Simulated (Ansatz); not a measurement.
**CH6O2SiSn: a ladder of functionals and wavefunction methods**

Aim: compute CH6O2SiSn with functionals from several rungs and with coupled cluster. The yardstick is the atomisation energy at the CCSD(T) limit.

Program: Ansatz 0.2.0, Gaussian basis. Level of theory: functionals in def2-TZVPP, the program's frozen cores in correlated methods. These are calculated values, not measurements.

Plan: PBE-D4, r2SCAN-D4, PBE0-D4, B3LYP-D4, ωB97X-V, ωB97M-V, B2PLYP; CCSD(T)/def2-TZVPP; MP2/def2-QZVPP; extrapolation to the limit.

### Step 1. The relaxed structure

An earlier PBE0-D4 in a triple-zeta def2 set relaxation fixed the geometry. Sn takes the def2 core potential; no spin-orbit term is included.

SMILES `O[Si]1([SnH3])CO1`, 11 atoms, charge 0, spin multiplicity 1.

Atoms are counted from 1 here; the program's logs count them from 0.

Bond lengths: O1–Si2 1.636 Å, O1–H6 0.958 Å, Si2–Sn3 2.554 Å, Si2–C4 1.800 Å, Si2–O5 1.655 Å, Sn3–H7 1.702 Å, Sn3–H8 1.706 Å, Sn3–H9 1.708 Å, C4–O5 1.488 Å, C4–H10 1.088 Å, C4–H11 1.089 Å. Angles: Si2–O1–H6 118.7°, O1–Si2–Sn3 114.6°, O1–Si2–C4 118.1°, O1–Si2–O5 118.3°, Sn3–Si2–C4 124.4°, Sn3–Si2–O5 114.9°, C4–Si2–O5 50.8°, Si2–Sn3–H7 109.3°, Si2–Sn3–H8 110.8°, Si2–Sn3–H9 110.3°, H7–Sn3–H8 109.2°, H7–Sn3–H9 109.3°, H8–Sn3–H9 107.9°, Si2–C4–O5 59.6°, Si2–C4–H10 124.0°, Si2–C4–H11 120.3°, O5–C4–H10 112.9°, O5–C4–H11 112.2° and more.

### Step 2. PBE-D4 (GGA)

File in.yaml:

```yaml
crystal:
  periodic: [false, false, false]
  atoms:
    - {symbol: O, position_ang: [-1.285787, 1.601465, 0.587827]}
    - {symbol: Si, position_ang: [-0.187447, 0.607020, -0.105965]}
    - {symbol: Sn, position_ang: [-0.274092, -1.809454, 0.716837]}
    - {symbol: C, position_ang: [1.233031, 1.351359, -0.923483]}
    - {symbol: O, position_ang: [0.116200, 0.781485, -1.723869]}
    - {symbol: H, position_ang: [-2.124442, 1.234333, 0.870394]}
    - {symbol: H, position_ang: [0.928841, -2.716271, -0.074689]}
    - {symbol: H, position_ang: [-0.017283, -1.884348, 2.402046]}
    - {symbol: H, position_ang: [-1.804060, -2.493493, 0.388658]}
    - {symbol: H, position_ang: [2.177490, 0.838214, -1.089919]}
    - {symbol: H, position_ang: [1.303046, 2.432791, -1.027136]}
basis:
  gaussian: {orbitals: def2-TZVPP}
hamiltonian: {xc: pbe, dispersion: d4}
output: {forces: true, orbitals: {seedname: orbitals}}
```

On the command line:

```bash
ansatz run in.yaml --threads 4 --pin off --events-out ev --progress --plain --max-ram 10444MiB
```

After this run come: r2SCAN-D4 (meta-GGA); PBE0-D4 (hybrid); B3LYP-D4 (hybrid); ωB97X-V (range-separated); ωB97M-V (range-separated); B2PLYP (double hybrid); CCSD(T) in def2-TZVPP; MP2 in def2-QZVPP.

**Question.** What will the summary of the whole plan be? Wanted: atomisation energy, CCSD(T)/CBS; farthest; mean size of error, hybrid; mean size of error, range-separated; gap, smallest and largest; T1 diagnostic; triples share of the correlation energy.

**Answer**, as computed:

```
                               quantity                                 value
        atomisation energy, CCSD(T)/CBS                         3712.9 kJ/mol
 functionals within 37.1 kJ/mol (1.0 %)   PBE-D4, r2SCAN-D4, ωB97X-V, ωB97M-V
                               farthest                 B2PLYP (-82.8 kJ/mol)
             mean size of error, hybrid                           48.7 kJ/mol
    mean size of error, range-separated                            9.2 kJ/mol
              gap, smallest and largest  4.75 eV (PBE-D4), 10.97 eV (ωB97X-V)
                          T1 diagnostic                                0.0143
triples share of the correlation energy                                 3.6 %
```

In words: PBE-D4 misses by +32.0 kJ/mol. Double hybrids carry the basis error of their MP2 part in triple zeta, and no dispersion term here, so their miss is partly the set-up's. Misses under about 37.1 kJ/mol are within the doubt on the reference itself, which lacks core-valence correlation, spin-orbit coupling and higher excitations, and its outer-core shells are covered unevenly. All levels share the lack of spin-orbit coupling, which lowers the free heavy atoms and so the true binding. Hartree-Fock recovers 68 % of the binding; the rest is correlation. The gap grows from 4.8 to 11.0 eV across the functionals, mostly with the share of exact exchange. Correlated methods include outer-core shells of Sn, which these sets cover unevenly.
